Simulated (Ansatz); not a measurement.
**CH5GaS: a ladder of functionals and wavefunction methods**

One table from this session's results is given with a row withheld; the runs are named, their logs left out.

Method: functionals in def2-TZVPP, the program's frozen cores in correlated methods; program: Ansatz 0.2.0, Gaussian basis.

Plan: LDA (SPW92), PBE-D4, revPBE-D4, BLYP-D4, r2SCAN-D4, B97M-V, PBE0-D4, B3LYP-D4, r2SCANh-D4, r2SCAN0-D4, HSE06-D4, BHLYP-D4, CAM-B3LYP-D4, LC-ωPBE, ωB97X-V, ωB97M-V, B2PLYP, PBE-QIDH; CCSD(T)/def2-SVP; CCSD(T)/def2-TZVPP; CCSD(T)/def2-QZVPP; extrapolation to the limit.

2 further runs of the same task are left out: 2 set aside as unsound or not needed.

## The geometry

An earlier PBE0-D4 in a triple-zeta def2 set relaxation fixed the geometry.

SMILES `C[S][GaH2]`, 8 atoms, charge 0, spin multiplicity 1.

Atoms are counted from 1 here; the program's logs count them from 0.

Bond lengths: C1–S2 1.818 Å, C1–H4 1.090 Å, C1–H5 1.089 Å, C1–H6 1.090 Å, S2–Ga3 2.184 Å, Ga3–H7 1.565 Å, Ga3–H8 1.559 Å. Angles: S2–C1–H4 108.9°, S2–C1–H5 111.5°, S2–C1–H6 108.9°, H4–C1–H5 109.2°, H4–C1–H6 109.1°, H5–C1–H6 109.2°, C1–S2–Ga3 103.3°, S2–Ga3–H7 116.4°, S2–Ga3–H8 116.6°, H7–Ga3–H8 127.0°.

Set-up of the first run:

in.yaml reads:

```yaml
crystal:
  periodic: [false, false, false]
  atoms:
    - {symbol: C, position_ang: [-0.694724, 1.129417, -0.405784]}
    - {symbol: S, position_ang: [-1.128036, -0.564292, 0.093488]}
    - {symbol: Ga, position_ang: [0.811609, -1.472294, 0.521971]}
    - {symbol: H, position_ang: [-1.054100, 1.301161, -1.419894]}
    - {symbol: H, position_ang: [0.382164, 1.291201, -0.374780]}
    - {symbol: H, position_ang: [-1.182423, 1.831773, 0.269432]}
    - {symbol: H, position_ang: [2.066082, -0.556714, 0.327844]}
    - {symbol: H, position_ang: [0.799427, -2.960250, 0.987733]}
basis:
  gaussian: {orbitals: def2-TZVPP}
hamiltonian: {xc: lda}
output: {orbitals: {seedname: orbitals}}
```

Started as:

```console
$ ansatz run in.yaml --threads 2 --pin off --events-out ev --progress --plain --max-ram 32768MiB --backend cpu
```

Steps of the session up to this table: LDA; PBE-D4 (GGA); revPBE-D4 (GGA); BLYP-D4 (GGA); r2SCAN-D4 (meta-GGA); B97M-V (meta-GGA); PBE0-D4 (hybrid); B3LYP-D4 (hybrid); r2SCANh-D4 (hybrid); r2SCAN0-D4 (hybrid); HSE06-D4 (hybrid); BHLYP-D4 (hybrid); CAM-B3LYP-D4 (range-separated); LC-ωPBE (range-separated); ωB97X-V (range-separated); ωB97M-V (range-separated); B2PLYP (double hybrid); PBE-QIDH (double hybrid).

One table of the session follows, with a row left open; its other results are not shown here.

It belongs to the step «Frontier levels by functional». 

| functional | HOMO (eV) | LUMO (eV) | gap (eV) |
| --- | --- | --- | --- |
| LDA (SPW92) | -6.15 | -2.37 | 3.78 |
| PBE-D4 | -6.01 | -2.12 | 3.90 |
| revPBE-D4 | -5.96 | -2.01 | 3.95 |
| BLYP-D4 | -5.86 | -2.04 | 3.82 |
| r2SCAN-D4 | -6.25 | -1.87 | 4.38 |
| B97M-V | -6.34 | -2.06 | 4.28 |
| PBE0-D4 | -7.12 | -1.36 | 5.76 |
| B3LYP-D4 | -6.91 | -1.61 | 5.29 |
| r2SCANh-D4 | -6.66 | -1.61 | 5.05 |
| r2SCAN0-D4 | -7.29 | -1.22 | 6.07 |
| HSE06-D4 | ? | ? | ? |
| BHLYP-D4 | -8.12 | -0.63 | 7.49 |
| CAM-B3LYP-D4 | -8.41 | -0.48 | 7.92 |
| LC-ωPBE | -9.76 | 0.65 | 10.41 |
| ωB97X-V | -9.42 | 0.52 | 9.94 |
| ωB97M-V | -9.27 | 0.33 | 9.60 |

Q: Estimate the row for HSE06-D4 from the others.

**Answer.** HOMO (eV): -6.73; LUMO (eV): -1.73; gap (eV): 5.00. In the column «HOMO (eV)» it lies between B3LYP-D4 (-6.91) and r2SCANh-D4 (-6.66).
